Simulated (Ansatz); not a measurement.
# CH3BFN (SMILES BN=CF): B3LYP/6-31G(d) (Cartesian functions)

What is the vertical electron affinity of CH3BFN at B3LYP/6-31G* (Cartesian functions)? 

The calculation is run with Ansatz 0.2.0.

93 further runs of the same task are left out: 93 set aside as unsound or not needed.

**1. The system as given**

The species is CH3BFN (7 atoms), meant as a singlet with charge 0. SMILES: `BN=CF`. The shape is that of a PBE0-D4/def2-TZVP optimisation.

Bond lengths: B1–N2 1.364 Å, N2–C3 1.223 Å, C3–F4 1.339 Å, B1–H5 1.196 Å, B1–H6 1.196 Å, C3–H7 1.088 Å. Angles: B1–N2–C3 178.6°, N2–C3–F4 122.5°, N2–B1–H5 118.8°, N2–B1–H6 118.8°, N2–C3–H7 126.7°, F4–C3–H7 110.8°, H5–B1–H6 122.5°.

**2. A single-point energy at B3LYP/6-31G(d) (Cartesian functions)**

File molecule.yaml:

```yaml
basis:
  gaussian:
    orbitals: "6-31G*"
crystal:
  periodic: [false, false, false]
  atoms:
    - {symbol: B, position_ang: [-0.480500, 1.089800, 0.570900]}
    - {symbol: "N", position_ang: [0.018600, -0.008400, -0.066500]}
    - {symbol: C, position_ang: [0.466800, -1.006900, -0.611700]}
    - {symbol: F, position_ang: [0.739900, -2.132000, 0.060700]}
    - {symbol: H, position_ang: [0.284400, 1.897100, 1.009900]}
    - {symbol: H, position_ang: [-1.666300, 1.214200, 0.659800]}
    - {symbol: H, position_ang: [0.698200, -1.122000, -1.669000]}
hamiltonian:
  xc: {name: B3LYP}
accuracy: high
output: {orbitals: {seedname: orbitals}}
```

On the command line:

```sh
ansatz run molecule.yaml --threads 1 --pin off --max-ram 3480MiB --events-out events.jsonl --progress --plain --runs-dir runs
```

The program printed:

```text
Warning: RAYON_NUM_THREADS=1 ignored (pool sized by the plan → 1); use --threads N
Functional definition: B3LYP
  name "B3LYP"
  parameter a0 = 0.2
  parameter ax = 0.72
  parameter ac = 0.81
  exchange = (1 - a0 - ax)*slater_x + ax*b88_x + a0*exact_x
  correlation = (1 - ac)*vwn_rpa_c + ac*lyp_c
1421 factors; integrals over basis functions are off by at most 2.6e-9 eV
mean field evaluation 1: about -5964.4877 eV, gradient 4.7e1 eV
mean field evaluation 2: about -5955.4725 eV, gradient 7.8e1 eV
mean field evaluation 4: about -5968.9499 eV, gradient 4.5e0 eV
mean field evaluation 8: about -5968.9758 eV, gradient 1.1e-1 eV
mean field evaluation 16: about -5968.9759 eV, gradient 9.1e-7 eV
mean field -5968.97585109 eV, -219.3558166104 hartree, gradient 2.5e-8 eV, S^2 0.000000; 0 other end points of the search recorded, 0 dependent functions left out
reference -5968.97588254 eV, -219.3558177663 hartree; 15, 15 occupied and 51, 51 virtual orbitals, 1421 factors
Total energy: -5968.97588254 eV, -219.3558177663 hartree
```

It took 3.9 s on 1 thread of Intel Xeon Platinum 8259CL at 2.50GHz (Skylake/Cascade Lake), shared host; peak memory 0.19 GiB.

**3. The doublet anion, same level**

File input.yaml:

```yaml
basis:
  gaussian:
    orbitals: "6-31G*"
crystal:
  periodic: [false, false, false]
  atoms:
    - {symbol: B, position_ang: [-0.480500, 1.089800, 0.570900]}
    - {symbol: "N", position_ang: [0.018600, -0.008400, -0.066500]}
    - {symbol: C, position_ang: [0.466800, -1.006900, -0.611700]}
    - {symbol: F, position_ang: [0.739900, -2.132000, 0.060700]}
    - {symbol: H, position_ang: [0.284400, 1.897100, 1.009900]}
    - {symbol: H, position_ang: [-1.666300, 1.214200, 0.659800]}
    - {symbol: H, position_ang: [0.698200, -1.122000, -1.669000]}
total_charge: -1
magnetization:
  spin_polarized: true
  initial_magnetization: 1
hamiltonian:
  xc: {name: B3LYP}
accuracy: high
output: {orbitals: {seedname: orbitals}}
```

On the command line:

```sh
ansatz run input.yaml --threads 1 --pin off --max-ram 3480MiB --events-out events.jsonl --progress --plain --runs-dir runs
```

The program printed, cut to the lines that bear on the results:

```text
Warning: RAYON_NUM_THREADS=1 ignored (pool sized by the plan → 1); use --threads N
[... 7 set-up lines as earlier in the session ...]
1421 factors; integrals over basis functions are off by at most 2.6e-9 eV
mean field evaluation 1: about -5959.5054 eV, gradient 3.8e1 eV
mean field evaluation 2: about -5919.6222 eV, gradient 9.8e1 eV
mean field evaluation 4: about -5966.4663 eV, gradient 7.4e0 eV
mean field evaluation 8: about -5966.7550 eV, gradient 1.5e-1 eV
mean field evaluation 16: about -5966.7552 eV, gradient 7.1e-3 eV
mean field evaluation 32: about -5966.6907 eV, gradient 3.5e0 eV
mean field -5966.81609923 eV, -219.2764471935 hartree, gradient 1.9e-8 eV, S^2 0.760018; 3 other end points of the search recorded, 0 dependent functions left out
reference -5966.81613202 eV, -219.2764483983 hartree; 16, 15 occupied and 50, 51 virtual orbitals, 1421 factors
Total energy: -5966.81613202 eV, -219.2764483983 hartree
```

Wall time 18 s (1 thread of Intel Xeon Platinum 8259CL at 2.50GHz (Skylake/Cascade Lake), shared host); peak memory 0.27 GiB.

**4. What came out**

Level: B3LYP/6-31G* (Cartesian functions).

```
                                         quantity          value
                     singlet CH3BFN: total energy  -219.35582 Eh
                      singlet CH3BFN: HOMO energy       -8.13 eV
                      singlet CH3BFN: LUMO energy       -0.37 eV
                    singlet CH3BFN: HOMO–LUMO gap        7.76 eV
                      doublet anion: total energy  -219.27645 Eh
doublet anion: HOMO energy (highest over α and β)        4.59 eV
 doublet anion: LUMO energy (lowest over α and β)        6.18 eV
                              doublet anion: ⟨S²⟩          0.760
vertical electron affinity (to the doublet anion)      -2.160 eV
```

**Reading.** The anion lies 2.16 eV (208 kJ/mol) above the neutral: the electron isn't bound at this level, and such a value depends on the basis. Without diffuse functions anions come out too high. The HOMO (doublet anion) lies at positive energy, 4.59 eV; only total energies tell whether the electron is bound.
